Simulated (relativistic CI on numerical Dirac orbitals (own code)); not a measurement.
# He: one ion under different settings

Aim: see what numerical and physical settings do to the SCF, the total energy and the lowest levels of He.

The numbers are computed with relativistic CI on numerical Dirac orbitals (own code) version 3 (Dirac-Coulomb-Breit CI, KLI orbitals optimised for each configuration, model QED (radiative potential, 1s self-energy scaled to tabulated hydrogen-like ionisation energies), numerical settings as typed), except any that are marked as measured or tabulated.

**1. What is computed**

| Quantity | Value |
| --- | --- |
| ion | He (He I) |
| nuclear charge | 2 |
| electrons | 2 |
| isotope | A = 4 |

**2. Usual settings**

Input settings:

```ini
atom He  Z=2  charge=0  electrons=2
nucleus A=4  rms_radius_fm=1.6755
hamiltonian dirac-coulomb  breit=on  qed=on  c_scale=1
orbitals kli  potential=per-configuration
slater_scale 1
correlation none
mixing on
grid step=0.0125 r_max=62.6
scf mixing=0.4 start=green max_iterations=150 tolerance=2e-08 node_fill=0.05
configurations
  1s2
  1s 2s
  1s 2p
end
```

Started as:

```sh
> python run_levels.py task.json out
```

One command runs all members of the session, one after another, from task.json.

**3. Potential mixing 0.2, speed-of-light factor 1.25**

Input settings:

```ini
atom He  Z=2  charge=0  electrons=2
nucleus A=4  rms_radius_fm=1.6755
hamiltonian dirac-coulomb  breit=on  qed=on  c_scale=1.25
orbitals kli  potential=per-configuration
slater_scale 1
correlation none
mixing on
grid step=0.0125 r_max=62.6
scf mixing=0.2 start=green max_iterations=150 tolerance=2e-08 node_fill=0.05
configurations
  1s2
  1s 2s
  1s 2p
end
```

**4. Breit term off, speed-of-light factor 0.8, QED terms off**

Input settings:

```ini
atom He  Z=2  charge=0  electrons=2
nucleus A=4  rms_radius_fm=1.6755
hamiltonian dirac-coulomb  breit=off  qed=off  c_scale=0.8
orbitals kli  potential=per-configuration
slater_scale 1
correlation none
mixing on
grid step=0.0125 r_max=62.6
scf mixing=0.4 start=green max_iterations=150 tolerance=2e-08 node_fill=0.05
configurations
  1s2
  1s 2s
  1s 2p
end
```

**5. Potential mixing 0.1, start potential bare, node fill 0.2**

Input settings:

```ini
atom He  Z=2  charge=0  electrons=2
nucleus A=4  rms_radius_fm=1.6755
hamiltonian dirac-coulomb  breit=on  qed=on  c_scale=1
orbitals kli  potential=per-configuration
slater_scale 1
correlation none
mixing on
grid step=0.0125 r_max=62.6
scf mixing=0.1 start=bare max_iterations=150 tolerance=2e-08 node_fill=0.2
configurations
  1s2
  1s 2s
  1s 2p
end
```

**6. Tolerance 1e-06, speed-of-light factor 0.8**

Input settings:

```ini
atom He  Z=2  charge=0  electrons=2
nucleus A=4  rms_radius_fm=1.6755
hamiltonian dirac-coulomb  breit=on  qed=on  c_scale=0.8
orbitals kli  potential=per-configuration
slater_scale 1
correlation none
mixing on
grid step=0.0125 r_max=62.6
scf mixing=0.4 start=green max_iterations=150 tolerance=1e-06 node_fill=0.05
configurations
  1s2
  1s 2s
  1s 2p
end
```

**7. Potential mixing 1.8**

Input settings:

```ini
atom He  Z=2  charge=0  electrons=2
nucleus A=4  rms_radius_fm=1.6755
hamiltonian dirac-coulomb  breit=on  qed=on  c_scale=1
orbitals kli  potential=per-configuration
slater_scale 1
correlation none
mixing on
grid step=0.0125 r_max=62.6
scf mixing=1.8 start=green max_iterations=79 tolerance=2e-08 node_fill=0.05
configurations
  1s2
  1s 2s
  1s 2p
end
```

(Steps that only read results are left out.)

Q: Predict the outcome of this session. Wanted: lowest level, usual settings; total energy; first excitation.

The runs gave:

| setting | total energy less usual (Ha) | largest shift of a level among the lowest eight of both runs, same label and place (cm⁻¹) | SCF iterations | time | lowest level | kind of change |
| --- | --- | --- | --- | --- | --- | --- |
| usual | 0 | 0 | 27 | 0.07 s | 1s2 1S0 | - |
| potential mixing 0.2, speed-of-light factor 1.25 | 2.48e-05 | 3.59 | 30 | 0.07 s | 1s2 1S0 | unphysical constant |
| Breit term off, speed-of-light factor 0.8, QED terms off | -0.000162 | 18.8 | 27 | 0.031 s | 1s2 1S0 | unphysical constant |
| potential mixing 0.1, start potential bare, node fill 0.2 | 0 | 160 | 34 | 0.076 s | 1s2 1S0 | numerical |
| tolerance 1e-06, speed-of-light factor 0.8 | -3.88e-05 | 5.61 | 22 | 0.076 s | 1s2 1S0 | unphysical constant |
| potential mixing 1.8 | 0 | 0 | 27 | 0.08 s | 1s2 1S0 | extreme, harmless here |

```
                    quantity        value
lowest level, usual settings      1s2 1S0
                total energy   -2.8617 Ha
            first excitation  151135 cm⁻¹
```

What this shows: Among the runs whose levels can be followed, they move most under «potential mixing 0.1, start potential bare, node fill 0.2» (numerical), by up to 160 cm⁻¹. No visible change in the result comes from «potential mixing 1.8». Only the listed configurations are in the model. Near neutrality, missing correlation can shift configurations against each other by thousands of cm⁻¹.
